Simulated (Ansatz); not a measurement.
# GaHOF (quartet): from Hartree-Fock to the top rungs, cc-pVDZ

One table from this session's results is given with a row withheld; the runs are named, their logs left out.

The runs use Ansatz 0.2.0, Gaussian basis; cc-pVDZ, core rule «outside noble gas», up to 16 orbitals frozen.

Plan: UHF; CCSD(T) on ROHF; CCSD(T) on UHF; BCCD(T) on ROHF; CISD as a restricted active space (open shells left free, so some higher excitations enter); CCSDT(Q) on ROHF; CCSDT(Q) on UHF.

23 further runs of the same task are left out: 5 for a known fault of the program, 5 that didn't finish, 13 set aside as unsound or not needed. Runs told in other sessions of the task aren't counted.

## The system

The geometry is a PBE0/def2-TZVP stationary point (not a proven minimum) of the parent state, kept for this charge and spin. No spin-orbit coupling is included. The filled d shell of Ga may be among the frozen orbitals whatever the setting's name suggests.

4 atoms, charge 0, spin multiplicity 4.

Atoms are counted from 1 here; the program's logs count them from 0.

Bond lengths: F1–Ga2 1.760 Å, Ga2–O3 1.795 Å, O3–H4 0.961 Å. Angles: F1–Ga2–O3 114.8°, Ga2–O3–H4 113.8°.

As a file:

```xyz
4
charge 0, multiplicity 4
F     0.0000   -0.6139    1.4725
Ga    0.0000    0.3208   -0.0184
O     0.0000   -0.6603   -1.5219
H     0.0000   -0.1354   -2.3269
```

Set-up of the first run:

The input, in.yaml:

```yaml
crystal:
  periodic: [false, false, false]
  atoms:
    - {symbol: F, position_ang: [0.000000, -0.613878, 1.472476]}
    - {symbol: Ga, position_ang: [0.000000, 0.320760, -0.018355]}
    - {symbol: O, position_ang: [0.000000, -0.660347, -1.521903]}
    - {symbol: H, position_ang: [0.000000, -0.135382, -2.326935]}
basis:
  gaussian: {orbitals: cc-pVDZ}
magnetization: {spin_polarized: true, initial_magnetization: 3}
hamiltonian: {xc: hf}
output: {orbitals: {seedname: orbitals}}
```

Run with:

```bash
ansatz run in.yaml --threads 1 --pin off --events-out ev --progress --plain --max-ram 2393MiB
```

Among the steps run: UHF; CCSD(T) on ROHF; CCSD(T) on UHF; BCCD(T) on ROHF; CISD as a restricted active space (open shells left free, so some higher excitations enter); CCSDT(Q) on ROHF; CCSDT(Q) on UHF.

One table of the session follows, with a row left open; its other results are not shown here.

It belongs to the step «Misses and costs». 

| method | from UCCSDT(Q) (meV) |
| --- | --- |
| ROHF | +10942.3 |
| UHF | +10783.3 |
| RMP2 | +736.0 |
| UMP2 | +720.2 |
| RCCSD | ? |
| UCCSD | +221.5 |
| RCCSD(T) | +58.9 |
| UCCSD(T) | +44.5 |
| BCCD(T) | +55.4 |
| RCCSDT | +37.3 |
| UCCSDT | +23.1 |
| RCCSDT(Q) | +18.6 |
| UCCSDT(Q) | 0 |

**Question.** Estimate the row for RCCSD.

**Answer.** from UCCSDT(Q) (meV): +237.4. In the column «from UCCSDT(Q) (meV)» it lies between UCCSD (+221.5) and UMP2 (+720.2).

Not comparable, so not listed: CISD as a restricted active space (open shells left free, so some higher excitations enter) (they don't share determinant, frozen orbitals or solution with the rows shown, or repeat one).

Limits of these values: Restricted and unrestricted rows rest on different reference determinants; a gap between their highest levels can come from leftover correlation error, from unlike frozen cores or from another state.
